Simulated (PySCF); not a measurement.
**SeCl: changing the method**

What do other methods print for SeCl?

Computed with PySCF 2.14.0. Level: method and basis as typed in the scripts.

4 further runs of the same task are left out: 4 that didn't finish.

## Step 1: Starting geometry

SeCl: 2 atoms, charge 0, spin multiplicity 2.

Bond lengths: Se1–Cl2 2.085 Å.

## Step 2: The run that the others are compared with

File input.py:

```python
from pyscf import gto, scf, mcscf, mrpt

mol = gto.M(
    atom='Se 0 0 0; Cl 0 0 2.085',
    basis='sbkjc',
    ecp={'Se': 'sbkjc', 'Cl': 'sbkjc'},
    charge=0,
    spin=1,
    verbose=4,
)
mf = scf.ROHF(mol)
mf.kernel()
mc = mcscf.CASSCF(mf, 8, 7)
mc.kernel()
mc.analyze()
mrpt.NEVPT(mc).kernel()
mf.dip_moment()
print('orbital energies (hartree):', mf.mo_energy[..., max(0, mol.nelec[1]-3):mol.nelec[0]+3].round(4))
```

Started as:

```
OMP_NUM_THREADS=1 python input.py
```

## Step 3: MP2 (UHF)

Run 1 changes step after the SCF: nevpt2 → mp2; SCF type: ROHF → UHF.

File input.py:

```python
from pyscf import gto, scf, mp

mol = gto.M(
    atom='Se 0 0 0; Cl 0 0 2.085',
    basis='sbkjc',
    ecp={'Se': 'sbkjc', 'Cl': 'sbkjc'},
    charge=0,
    spin=1,
    verbose=4,
)
mf = scf.UHF(mol)
mf.kernel()
mp.MP2(mf).kernel()
mf.dip_moment()
print('orbital energies (hartree):', [e[max(0, n-3):n+3].round(4) for e, n in zip(mf.mo_energy, mol.nelec)])
```

## Step 4: Polarisability (UHF)

Run 2 changes step after the SCF: nevpt2 → polarizability; SCF type: ROHF → UHF.

File input.py:

```python
from pyscf import gto, scf
from pyscf.prop.polarizability import uhf as pol

mol = gto.M(
    atom='Se 0 0 0; Cl 0 0 2.085',
    basis='sbkjc',
    ecp={'Se': 'sbkjc', 'Cl': 'sbkjc'},
    charge=0,
    spin=1,
    verbose=4,
)
mf = scf.UHF(mol)
mf.kernel()
print('polarizability (a.u.)')
print(pol.Polarizability(mf).polarizability().round(4))
mf.dip_moment()
print('orbital energies (hartree):', [e[max(0, n-3):n+3].round(4) for e, n in zip(mf.mo_energy, mol.nelec)])
```

## Step 5: Stability test (UHF)

Run 3 changes step after the SCF: nevpt2 → stability; SCF type: ROHF → UHF.

File input.py:

```python
from pyscf import gto, scf

mol = gto.M(
    atom='Se 0 0 0; Cl 0 0 2.085',
    basis='sbkjc',
    ecp={'Se': 'sbkjc', 'Cl': 'sbkjc'},
    charge=0,
    spin=1,
    verbose=4,
)
mf = scf.UHF(mol)
mf.kernel()
mf.stability(internal=True, external=True)
mf.dip_moment()
print('orbital energies (hartree):', [e[max(0, n-3):n+3].round(4) for e, n in zip(mf.mo_energy, mol.nelec)])
```

## Step 6: Population analysis

Run 4 changes step after the SCF: nevpt2 → analyze.

Changes to input.py since step 2:

```diff
@@ -1,2 +1,2 @@
-from pyscf import gto, scf, mcscf, mrpt
+from pyscf import gto, scf
 
@@ -12,6 +12,3 @@
 mf.kernel()
-mc = mcscf.CASSCF(mf, 8, 7)
-mc.kernel()
-mc.analyze()
-mrpt.NEVPT(mc).kernel()
+mf.mulliken_pop()
 mf.dip_moment()
```

Q: Predict the outcome of this session. Wanted: for each run, E(SCF); from base; gap, α spin; SCF dipole; after the SCF.

The runs gave:

```csv
run,E(SCF) (hartree),from base (eV),cycles,"gap, α spin (eV)",SCF dipole (D),after the SCF
base,-23.776790,0,9,n/a,1.72,"NEVPT2 correlation -1.683 eV (from the SCF energy, the CASSCF gain included)"
MP2 (UHF),-23.777601,-0.0221,11,11.42,1.70,MP2 correlation -1.476 eV
polarisability (UHF),-23.777601,-0.0221,11,11.42,1.70,n/a
stability test (UHF),-23.777601,-0.0221,11,11.42,1.70,stable
population analysis,-23.776790,0.0000,9,n/a,1.72,n/a
```

Total energies from different bases, Hamiltonians or methods carry different errors, so properties are taken as differences within one set-up.
